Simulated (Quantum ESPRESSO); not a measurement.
# Zr in Quantum ESPRESSO: further runs, part 2 of 2

Quantum ESPRESSO 7.5. Earlier steps stand in the parts before.

**3. Work function, PBE**

pw.in

```
&CONTROL
  calculation = 'scf'
  prefix = 'pwscf'
  outdir = './tmp'
  pseudo_dir = './pseudo'
  tprnfor = .true.
  disk_io = 'low'
/
&SYSTEM
  ibrav = 0
  celldm(1) = 8
  nat = 5
  ntyp = 1
  ecutwfc = 66
  nbnd = 40
  occupations = 'smearing'
  smearing = 'fd'
  degauss = 0.02204959
/
&ELECTRONS
  conv_thr = 5d-09
  electron_maxstep = 150
  mixing_beta = 0.3
  mixing_mode = 'local-TF'
/
ATOMIC_SPECIES
Zr    91.2240 Zr.upf
CELL_PARAMETERS alat
  0.7634489344666   0.0000000000000   0.0000000000000
 -0.3817244672538   0.6611661717384   0.0000000000000
  0.0000000000000   0.0000000000000   5.9748415745355
ATOMIC_POSITIONS crystal
Zr     0.3333333333    0.6666666666    0.2965130070
Zr     0.6666666667    0.3333333334    0.3982565035
Zr     0.3333333333    0.6666666666    0.5000000000
Zr     0.6666666667    0.3333333334    0.6017434965
Zr     0.3333333333    0.6666666666    0.7034869930
K_POINTS automatic
9 9 1 0 0 0
```

pp_density.in

```
&INPUTPP
  prefix = 'pwscf'
  outdir = './tmp'
  filplot = 'density.dat'
  plot_num = 0
/
&PLOT
  nfile = 1
  filepp(1) = 'density.dat'
  iflag = 3
  output_format = 6
  fileout = 'density.cube'
/
```

pp_potential.in

```
&INPUTPP
  prefix = 'pwscf'
  outdir = './tmp'
  filplot = 'potential.dat'
  plot_num = 11
/
&PLOT
  nfile = 1
  filepp(1) = 'potential.dat'
  iflag = 3
  output_format = 6
  fileout = 'potential.cube'
/
```

pp_elf.in

```
&INPUTPP
  prefix = 'pwscf'
  outdir = './tmp'
  filplot = 'elf.dat'
  plot_num = 8
/
&PLOT
  nfile = 1
  filepp(1) = 'elf.dat'
  iflag = 3
  output_format = 6
  fileout = 'elf.cube'
/
```

Potentials or basis: PseudoDojo 0.4.1 SR PBE standard.

The run is started by

```
> OMP_NUM_THREADS=1 mpirun -n 2 pw.x -nk 2 -in pw.in > pw.out
> OMP_NUM_THREADS=1 mpirun -n 1 pp.x -in pp_density.in > pp_density.out
> OMP_NUM_THREADS=1 mpirun -n 1 pp.x -in pp_potential.in > pp_potential.out
> OMP_NUM_THREADS=1 mpirun -n 1 pp.x -in pp_elf.in > pp_elf.out
```

pw.out:

```text
This program is part of the open-source Quantum ESPRESSO suite
     for quantum simulation of materials; please cite
[... 6 lines left out ...]
     using ibrav=0 with symmetry is DISCOURAGED, use correct ibrav instead

     K-points division:     npool     =       2
     Subspace diagonalization in iterative solution of the eigenvalue problem:
     a serial algorithm will be used

     G-vector sticks info
     --------------------
     sticks:   dense  smooth     PW     G-vecs:    dense   smooth      PW
     Sum         673     673    199               111907   111907   17937

     Using Slab Decomposition

     bravais-lattice index     =            0
     lattice parameter (alat)  =       8.0000  a.u.
     unit-cell volume          =    1544.1411 (a.u.)^3
     number of atoms/cell      =            5
     number of atomic types    =            1
     number of electrons       =        60.00
     number of Kohn-Sham states=           40
     kinetic-energy cutoff     =      66.0000  Ry
     charge density cutoff     =     264.0000  Ry
     scf convergence threshold =      5.0E-09
     mixing beta               =       0.3000
     number of iterations used =            8  local-TF  mixing
     Exchange-correlation= PBE
                           (   1   4   3   4   0   0   0)

     celldm(1)=   8.000000  celldm(2)=   0.000000  celldm(3)=   0.000000
     celldm(4)=   0.000000  celldm(5)=   0.000000  celldm(6)=   0.000000

     crystal axes: (cart. coord. in units of alat)
               a(1) = (   0.763449   0.000000   0.000000 )
               a(2) = (  -0.381724   0.661166   0.000000 )
               a(3) = (   0.000000   0.000000   5.974842 )

     reciprocal axes: (cart. coord. in units 2 pi/alat)
               b(1) = (  1.309845  0.756240 -0.000000 )
               b(2) = (  0.000000  1.512479  0.000000 )
               b(3) = (  0.000000 -0.000000  0.167368 )

     PseudoPot. # 1 for Zr read from file:
     Zr.upf
     Pseudo is Norm-conserving + core correction, Zval = 12.0
     Generated using ONCVPSP code by D. R. Hamann
     Using radial grid of 1622 points,  6 beta functions with:
                l(1) =   0
                l(2) =   0
                l(3) =   1
                l(4) =   1
                l(5) =   2
                l(6) =   2

     atomic species   valence    mass     pseudopotential
     Zr               12.00    91.22400     Zr( 1.00)

     12 Sym. Ops. (no inversion) found

   Cartesian axes

     site n.     atom                  positions (alat units)
         1        Zr     tau(   1) = (  -0.0000000   0.4407774   1.7716182  )
         2        Zr     tau(   2) = (   0.3817245   0.2203887   2.3795195  )
         3        Zr     tau(   3) = (  -0.0000000   0.4407774   2.9874208  )
         4        Zr     tau(   4) = (   0.3817245   0.2203887   3.5953221  )
         5        Zr     tau(   5) = (  -0.0000000   0.4407774   4.2032233  )

     number of k points=    12  Fermi-Dirac smearing, width (Ry)=  0.0220
                       cart. coord. in units 2pi/alat
        k(    1) = (   0.0000000   0.0000000   0.0000000), wk =   0.0246914
        k(    2) = (   0.0000000   0.1680532   0.0000000), wk =   0.1481481
        k(    3) = (   0.0000000   0.3361065   0.0000000), wk =   0.1481481
        k(    4) = (   0.0000000   0.5041597   0.0000000), wk =   0.1481481
        k(    5) = (   0.0000000   0.6722129   0.0000000), wk =   0.1481481
        k(    6) = (   0.1455384   0.2520798   0.0000000), wk =   0.1481481
        k(    7) = (   0.1455384   0.4201331   0.0000000), wk =   0.2962963
        k(    8) = (   0.1455384   0.5881863   0.0000000), wk =   0.2962963
        k(    9) = (   0.1455384   0.7562395   0.0000000), wk =   0.1481481
        k(   10) = (   0.2910767   0.5041597   0.0000000), wk =   0.1481481
        k(   11) = (   0.2910767   0.6722129   0.0000000), wk =   0.2962963
        k(   12) = (   0.4366151   0.7562395   0.0000000), wk =   0.0493827

     Dense  grid:   111907 G-vectors     FFT dimensions: (  32,  32, 250)

     Initial potential from superposition of free atoms

     starting charge      59.9882, renormalised to      60.0000

     negative rho (up, down):  3.049E-05 0.000E+00
     Starting wfcs are   50 randomized atomic wfcs

     Self-consistent Calculation

     iteration #  1     ecut=    66.00 Ry     beta= 0.30
     Davidson diagonalization with overlap
     ethr =  1.00E-02,  avg # of iterations =  2.7

     total energy              =    -506.21324949 Ry
     estimated scf accuracy    <       4.65580810 Ry

     iteration #  2     ecut=    66.00 Ry     beta= 0.30
     Davidson diagonalization with overlap
     ethr =  7.76E-03,  avg # of iterations =  1.0

     total energy              =    -506.12837821 Ry
     estimated scf accuracy    <       1.80476743 Ry

     iteration #  3     ecut=    66.00 Ry     beta= 0.30
     Davidson diagonalization with overlap
     ethr =  3.01E-03,  avg # of iterations =  1.2
[... 90 lines left out ...]
     total energy              =    -506.15401062 Ry
     estimated scf accuracy    <       0.00008937 Ry

     iteration # 15     ecut=    66.00 Ry     beta= 0.30
     Davidson diagonalization with overlap
     ethr =  1.49E-07,  avg # of iterations =  2.7

     total energy              =    -506.15401547 Ry
     estimated scf accuracy    <       0.00000055 Ry

     iteration # 16     ecut=    66.00 Ry     beta= 0.30
     Davidson diagonalization with overlap
     c_bands:  1 eigenvalues not converged
     ethr =  9.16E-10,  avg # of iterations = 10.3

     total energy              =    -506.15401590 Ry
     estimated scf accuracy    <       0.00000022 Ry

     iteration # 17     ecut=    66.00 Ry     beta= 0.30
     Davidson diagonalization with overlap
     ethr =  3.69E-10,  avg # of iterations =  2.7

     negative rho (up, down):  1.417E-06 0.000E+00

     total energy              =    -506.15401584 Ry
     estimated scf accuracy    <       0.00000011 Ry

     iteration # 18     ecut=    66.00 Ry     beta= 0.30
     Davidson diagonalization with overlap
     ethr =  1.77E-10,  avg # of iterations =  2.5

     total energy              =    -506.15401588 Ry
     estimated scf accuracy    <       0.00000006 Ry

     iteration # 19     ecut=    66.00 Ry     beta= 0.30
     Davidson diagonalization with overlap
     ethr =  9.55E-11,  avg # of iterations =  2.9

     End of self-consistent calculation

          k = 0.0000 0.0000 0.0000 ( 13917 PWs)   bands (ev):

   -43.7315 -43.7313 -43.4460 -43.3968 -43.3363 -22.0278 -21.9650 -21.6941
   -21.3677 -21.3677 -21.3676 -21.3676 -21.3625 -21.1215 -21.1215 -21.0812
   -21.0764 -21.0764 -21.0213 -21.0213  -0.0870   0.5613   1.3651   2.0118
     2.2679   5.1807   5.1868   5.7170   5.7395   6.0682   6.0682   6.0871
     6.0871   6.1819   6.1981   6.1981   6.2567   6.3921   6.3921   6.7202

          k = 0.0000 0.1681 0.0000 ( 13907 PWs)   bands (ev):

   -43.7214 -43.7213 -43.4336 -43.3875 -43.3296 -21.9996 -21.9477 -21.6929
   -21.4703 -21.4475 -21.3873 -21.3871 -21.3590 -21.1937 -21.1669 -21.1452
   -21.0943 -21.0902 -21.0692 -21.0342   0.2470   0.8813   1.6820   2.3419
     2.5874   4.9735   5.1245   5.3163   5.6156   5.6159   5.7077   5.8503
     5.9590   6.3236   6.3329   6.3637   6.4564   6.4993   6.6243   6.6382

          k = 0.0000 0.3361 0.0000 ( 13984 PWs)   bands (ev):
[... 65 lines left out ...]
   -43.6388 -43.6388 -43.3177 -43.3107 -43.2887 -21.9654 -21.9620 -21.8617
   -21.8465 -21.7547 -21.7160 -21.6753 -21.6337 -21.5820 -21.4572 -21.4465
   -21.3355 -21.3267 -21.2015 -21.1963   3.1946   3.2170   3.5152   3.6331
     3.7781   4.0904   4.2482   4.5109   4.7446   4.9248   5.2852   5.3561
     5.5838   5.7530   5.9327   5.9486   6.9056   7.2017   8.0306   8.5174

          k = 0.4366 0.7562 0.0000 ( 14058 PWs)   bands (ev):

   -43.6337 -43.6337 -43.3060 -43.3059 -43.2907 -21.8858 -21.8736 -21.8524
   -21.8495 -21.8382 -21.8101 -21.6559 -21.6447 -21.5942 -21.5330 -21.4718
   -21.4245 -21.3308 -21.2152 -21.2029   3.3983   3.7841   3.9029   3.9337
     3.9360   4.1054   4.1885   4.5064   4.5112   5.2605   5.3505   5.4097
     5.4144   5.4370   5.5250   5.5926   7.1093   7.2623   8.0312   8.5515

     the Fermi energy is     5.2224 ev

!    total energy              =    -506.15401589 Ry
     estimated scf accuracy    <          4.2E-09 Ry
     smearing contrib. (-TS)   =      -0.16846818 Ry
     internal energy E=F+TS    =    -505.98554770 Ry

     The total energy is F=E-TS. E is the sum of the following terms:
     one-electron contribution =   -2855.06613850 Ry
     hartree contribution      =    1431.88352854 Ry
     xc contribution           =     -99.94115845 Ry
     ewald contribution        =    1017.13822071 Ry

     convergence has been achieved in  19 iterations

     Forces acting on atoms (cartesian axes, Ry/au):

     atom    1 type  1   force =     0.00000000   -0.00000000    0.00628454
     atom    2 type  1   force =     0.00000000    0.00000000   -0.01525673
     atom    3 type  1   force =     0.00000000    0.00000000    0.00000000
     atom    4 type  1   force =     0.00000000    0.00000000    0.01525673
     atom    5 type  1   force =     0.00000000   -0.00000000   -0.00628454

     Total force =     0.023335     Total SCF correction =     0.000389

=------------------------------------------------------------------------------=
   JOB DONE.
=------------------------------------------------------------------------------=
```

Wall time 1.7 min (2 MPI ranks of Arm Neoverse V2, shared host); peak memory 0.5 GiB.

The run converged, but some of its settings lie outside the range that counts as converged, so its numbers aren't taken as properties of the slab.

What came out:

```
Free energy                     : -6886.5762 eV
Largest force                   : 0.392 eV/Å
Band gap on the k mesh          : none (metal or under the smearing width)
Work function of the upper face : 4.18 eV
Work function of the lower face : 4.18 eV
```
